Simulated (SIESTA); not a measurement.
Runs of SIESTA 5.4.2 on HfB. The structure is cubic, space group Fm-3m (No. 225). Conventional cell: a = 4.620 Å, b = 4.620 Å, c = 4.620 Å, α = 90.00°, β = 90.00°, γ = 90.00°. Around Hf (site symmetry m-3m) lie 6 B at 2.31 Å. Around B (site symmetry m-3m) lie 6 Hf at 2.31 Å. 

```tsv
task	level	potentials or basis	cell	k mesh	optimiser	force tolerance	stress tolerance (GPa)	grid cutoff	energy shift	gap on the mesh (eV)	pressure (GPa)	relaxed volume (Å³/atom)
relaxation of cell and atoms	PBEsol	PseudoDojo 0.5 standard (PBE files), DZP (energy shift 0.002 Ry)	relaxed	8 × 8 × 8	Broyden	0.01 eV/Å	0.05	1200 Ry	0.002 Ry	none	0.0	13.86
single point	PBE	PseudoDojo 0.4 standard (PBE files), DZP (energy shift 0.002 Ry)	as given	10 × 10 × 10	-	-	-	800 Ry	0.002 Ry	none	31.8	-
relaxation of the atoms	PBEGcGxLO	PseudoDojo 0.4 standard (PBE files), TZP (energy shift 0.01 Ry)	atoms relaxed	10 × 10 × 10	-	0.02 eV/Å	-	800 Ry	0.01 Ry	none	22.7	-
single point	PBE	PseudoDojo 0.4 standard (PBE files), DZP (energy shift 0.003 Ry; two zetas on semicore shells)	as given	10 × 10 × 10	-	-	-	800 Ry	0.003 Ry	none	31.7	-
relaxation of cell and atoms	PBE	PseudoDojo 0.4 standard (PBE files), DZP (energy shift 0.003 Ry; two zetas on semicore shells)	relaxed	8 × 8 × 8	Broyden	0.01 eV/Å	0.05	1200 Ry	0.003 Ry	none	0.0	(a)
```

Alike in all rows: no spin polarisation; smearing fermi-dirac 0.05 eV.

Question: Fill in the values left out.

Answer: (a) 14.20.

Caveats: the basis of atomic orbitals isn't converged, which shifts pressures, moduli and gaps; semicore shells carry a single zeta, which can move pressures by several GPa and volumes by a few percent (some runs); the potentials were made for another functional, which shifts forces and pressure (some runs); a pressure of tens of GPa on the cell as given is suspect, and the run, the potentials or the cell itself is likely at fault (some runs); short orbitals over semicore shells can move pressures by several GPa (some runs); the volume moved by +12 % from the deposited cell, more than functionals usually miss (some runs); the volume moved by over 15 % at a fixed basis, so the end points are rough (some runs).

A k mesh can miss the band edges, and the runs leave out spin-orbit coupling on Hf.

A gap of «none» marks a metal or a gap under the smearing width.

Not every run made on this cell is shown here.
